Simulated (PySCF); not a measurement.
# [Nd(NH3)2]3+: other functionals and bases at one geometry

Aim: see how levels, charges and forces of [Nd(NH3)2]3+ depend on the level of theory. The structure is generated, not taken from experiment.

Method: several levels, as the steps say, no spin–orbit coupling; program: PySCF 2.14.0.

2 further runs of the same task are left out: 2 for a known fault of the program.

**1. Where the work starts**

9 atoms, charge 3, spin multiplicity 1.

Bond lengths: Nd1–N2 2.434 Å, Nd1–N6 2.434 Å, N2–H3 1.041 Å, N2–H4 1.040 Å, N2–H5 1.041 Å, N6–H7 1.041 Å, N6–H8 1.041 Å, N6–H9 1.040 Å. Angles: N2–Nd1–N6 112.3°, Nd1–N2–H3 115.4°, Nd1–N2–H4 116.7°, Nd1–N2–H5 115.0°, H3–N2–H4 102.6°, H3–N2–H5 102.4°, H4–N2–H5 102.7°, Nd1–N6–H7 114.7°, Nd1–N6–H8 116.1°, Nd1–N6–H9 116.3°, H7–N6–H8 102.5°, H7–N6–H9 102.6°, H8–N6–H9 102.6°.

As a file:

```xyz
9
H6N2Nd
Nd    0.89507   -0.74318    0.00020
N    -0.14736    0.12398    2.02138
H     0.43008    0.79467    2.56935
H    -1.04243    0.63912    1.90185
H    -0.39097   -0.59482    2.73409
N    -0.14492    0.12542   -2.02218
H     0.35873   -0.10361   -2.90379
H    -1.11019   -0.20900   -2.22049
H    -0.24566    1.15924   -2.08040
```

Formal oxidation states: Nd +3. Each metal's 3 4f electrons lie in its core potential, so multiplicities, spins and levels count the valence alone. An earlier session relaxed this geometry at PBE0, Nd lcecp-1-SVP with ECP49, N def2-SVP, H def2-SVP (singlet, point group C1).

At PBE0 on the finer grid: E = -145.681030 Eh, HOMO -25.63 eV, LUMO -18.06 eV, Mulliken charge on Nd1 +2.13 e, largest force component 0.008 eV/Å. 

Levels to run: TPSSh; M06-L; B3LYP; TPSS; PBE0, TZVP. Hardware: 2 threads of Arm Neoverse V1, shared host.

**2. TPSSh**

The input, run.py (the lines that set the calculation):

```python
mol = gto.M(atom='''
Nd     0.89507    -0.74318     0.00020
N     -0.14736     0.12398     2.02138
H      0.43008     0.79467     2.56935
H     -1.04243     0.63912     1.90185
H     -0.39097    -0.59482     2.73409
N     -0.14492     0.12542    -2.02218
H      0.35873    -0.10361    -2.90379
H     -1.11019    -0.20900    -2.22049
H     -0.24566     1.15924    -2.08040''',
    basis={'Nd': 'lcecp-1-SVP', 'N': 'def2-SVP', 'H': 'def2-SVP'},
    ecp={'Nd': 'lcecp-1-SVP'},
    charge=3, spin=0)
mf = dft.RKS(mol, xc='TPSSH')
mf.grids.atom_grid = (75, 302)  # f atoms: unpruned, at least (60, 302)
mf = mf.density_fit()  # fitting sets: Nd AutoAux, N def2-universal-JKFIT, H def2-universal-JKFIT
mf.conv_tol = 1e-08; mf.max_cycle = 55
mf.kernel(dm0)  # dm0: the density of the relaxed state
```

Launch:

```
$ OMP_NUM_THREADS=2 python run.py
```

**3. M06-L**

Changes to run.py (the lines that set the calculation) since step 2:

```diff
@@ -13,3 +13,3 @@
     charge=3, spin=0)
-mf = dft.RKS(mol, xc='TPSSH')
+mf = dft.RKS(mol, xc='M06L')
 mf.grids.atom_grid = (75, 302)  # f atoms: unpruned, at least (60, 302)
```

**4. B3LYP**

Changes to run.py (the lines that set the calculation) since step 3:

```diff
@@ -13,3 +13,3 @@
     charge=3, spin=0)
-mf = dft.RKS(mol, xc='M06L')
+mf = dft.RKS(mol, xc='B3LYP')
 mf.grids.atom_grid = (75, 302)  # f atoms: unpruned, at least (60, 302)
```

**5. TPSS**

Changes to run.py (the lines that set the calculation) since step 4:

```diff
@@ -13,3 +13,3 @@
     charge=3, spin=0)
-mf = dft.RKS(mol, xc='B3LYP')
+mf = dft.RKS(mol, xc='TPSS')
 mf.grids.atom_grid = (75, 302)  # f atoms: unpruned, at least (60, 302)
```

**6. PBE0, TZVP**

Basis: Nd lcecp-1-TZVP with ECP49, N def2-TZVP, H def2-TZVP. 

Changes to run.py (the lines that set the calculation) since step 5:

```diff
@@ -10,6 +10,6 @@
 H     -0.24566     1.15924    -2.08040''',
-    basis={'Nd': 'lcecp-1-SVP', 'N': 'def2-SVP', 'H': 'def2-SVP'},
-    ecp={'Nd': 'lcecp-1-SVP'},
+    basis={'Nd': 'lcecp-1-TZVP', 'N': 'def2-TZVP', 'H': 'def2-TZVP'},
+    ecp={'Nd': 'lcecp-1-TZVP'},
     charge=3, spin=0)
-mf = dft.RKS(mol, xc='TPSS')
+mf = dft.RKS(mol, xc='PBE0')
 mf.grids.atom_grid = (75, 302)  # f atoms: unpruned, at least (60, 302)
@@ -17,2 +17,2 @@
 mf.conv_tol = 1e-08; mf.max_cycle = 55
-mf.kernel(dm0)  # dm0: the density of the relaxed state
+mf.kernel(dm0)  # dm0: free metal ions and neutral atoms
```

Q: Predict the outcome of this session. Wanted: for each run, HOMO; gap; charge on Nd1; dipole; largest force.

As calculated:

| level | state | HOMO (eV) | gap (eV) | charge on Nd1 (e) | dipole (D) | largest force (eV/Å) | basis functions | time |
| --- | --- | --- | --- | --- | --- | --- | --- | --- |
| PBE0 (relaxed here) | singlet | -25.63 | 7.57 | 2.13 | 3.22 | 0.01 | 91 | 12 s |
| TPSSh | singlet | -24.82 | 6.38 | 2.12 | 3.25 | 0.13 | 91 | 7 s |
| M06-L | singlet | -24.41 | 5.98 | 2.19 | 3.08 | 0.17 | 91 | 7.3 s |
| B3LYP | singlet | -25.34 | 6.94 | 2.10 | 3.24 | 0.15 | 91 | 4.5 s |
| TPSS | singlet | -24.25 | 5.44 | 2.08 | 3.36 | 0.27 | 91 | 7.6 s |
| PBE0, TZVP | singlet | -25.51 | 7.59 | 2.31 | 3.26 | 0.30 | 145 | 11 s |

Times are on 2 threads of Arm Neoverse V1, shared host; the first row also made further properties. The dipole of a charged species depends on the origin, so these sizes hold for this origin alone.

In one basis the HOMO–LUMO gap runs from 5.44 eV (TPSS) to 7.57 eV (PBE0). The largest leftover force, 0.30 eV/Å with PBE0, TZVP, stands at a geometry relaxed at another level. The Mulliken charge on Nd spans +2.08 to +2.31 e over the levels. With 4f in the core, its levels are missing from HOMO and gap. Total energies of different levels can't be compared. Spin–orbit coupling is left out throughout.
